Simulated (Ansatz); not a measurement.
# HfO: the cost of one run

Method: def2-QZVPP, core rule «outside noble gas», up to 5 orbitals frozen; program: Ansatz 0.2.0, Gaussian basis.

To be run: UHF; ROHF; CCSD(T) on UHF.

## Step 1: The system

The geometry is a PBE0/def2-TZVP stationary point (not a proven minimum) of the parent state, kept for this charge and spin. No spin-orbit coupling is included. Elements past krypton take def2 core potentials.

2 atoms, charge 1, spin multiplicity 8.

Atoms are counted from 1 here; the program's logs count them from 0.

Bond lengths: Hf1–O2 2.580 Å.

As a file:

```xyz
2

Hf    0.00000    0.00000    0.00000
O     0.00000    0.00000    2.58020
```

## Step 2: UHF

in.yaml

```yaml
crystal:
  periodic: [false, false, false]
  atoms:
    - {symbol: Hf, position_ang: [0.000000, 0.000000, 0.000000]}
    - {symbol: O, position_ang: [0.000000, 0.000000, 2.580200]}
basis:
  gaussian: {orbitals: "def2-QZVPP.json"}
total_charge: 1
magnetization: {spin_polarized: true, initial_magnetization: 7}
hamiltonian: {xc: hf}
output: {orbitals: {seedname: orbitals}}
```

Started as:

```console
$ ansatz run in.yaml --threads 1 --pin off --events-out ev --progress --plain --max-ram 2816MiB --backend cpu
```

What time and memory should one allow on 1 thread of AMD EPYC 7R13, shared host?

About 8.5 s, with a peak of 0.31 GiB.
